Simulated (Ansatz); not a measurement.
# MgZnO4: the cost of one run

Program: Ansatz 0.2.0. Level of theory: DFT PBE, scalar-relativistic, plane waves, PAW. These are calculated values, not measurements.

### 1 The structure to begin with

Symmetry: Cmmm, No. 65, orthorhombic system. Conventional cell: a = 6.304 Å, b = 6.602 Å, c = 2.804 Å, α = 90.00°, β = 90.00°, γ = 90.00°. Around Mg (site symmetry mmm) lie 6 O at 1.88 Å. Zn (site symmetry mmm) has 6 O at 1.90 to 2.00 Å as nearest neighbours. O (site symmetry 2mm) is surrounded by 2 Mg at 1.88 Å and 1 Zn at 1.90 Å. O (site symmetry m2m) has 1 Mg at 1.88 Å and 2 Zn at 2.00 Å as nearest neighbours.

Structure file:

```cif
data_structure
_symmetry_space_group_name_H-M 'Cmmm'
_symmetry_Int_Tables_number 65
_cell_length_a 6.3037
_cell_length_b 6.6018
_cell_length_c 2.8045
_cell_angle_alpha 90.000
_cell_angle_beta 90.000
_cell_angle_gamma 90.000
_cell_volume 116.71
loop_
_atom_site_label
_atom_site_type_symbol
_atom_site_symmetry_multiplicity
_atom_site_Wyckoff_symbol
_atom_site_fract_x
_atom_site_fract_y
_atom_site_fract_z
_atom_site_occupancy
Mg1 Mg 2 b 0.50000 0.00000 0.00000 1
Zn1 Zn 2 d 0.00000 0.00000 0.50000 1
O1 O 4 h 0.30170 0.00000 0.50000 1
O2 O 4 i 0.50000 0.71529 0.00000 1
```

The cell is invented: species swapped into a database cell of AlWO4 (Cmmm, No. 65), with Mg on the Al sites and Zn on the W sites. The dimensions are guesses.

### 2 A first look at the guess

Input file input.yaml:

```yaml
crystal:
  lattice:
    - [3.15186821, -3.30091978, 0.0]
    - [3.15186821, 3.30091978, 0.0]
    - [0.0, 0.0, 2.80448676]
  atoms:
    - { symbol: Mg, position: [0.5, 0.5, 0.0] }
    - { symbol: Zn, position: [0.0, 0.0, 0.5] }
    - { symbol: O, position: [0.30170366, 0.30170366, 0.5] }
    - { symbol: O, position: [0.69829634, 0.69829634, 0.5] }
    - { symbol: O, position: [0.78470738, 0.21529262, 0.0] }
    - { symbol: O, position: [0.21529262, 0.78470738, 0.0] }
basis:
  ecutwfc: 420
kpoints:
  mp_grid: { grid: [4, 4, 6] }
hamiltonian:
  xc: pbe
scf:
  occupations: { method: gaussian, width: 0.1 }
  lower_state_search: "off"
output:
  forces: true
  stress: true
  eigenvalues: true
```

Command:

```
> ansatz run input.yaml --threads 1 --pin off --max-ram 2560MiB --backend cpu --events-out ev --progress --plain --runs-dir out
```

What time and memory should one allow on 1 thread of Intel Xeon Platinum 8488C (Sapphire Rapids), shared host?

About 2.4 s, with a peak of 0.37 GiB.
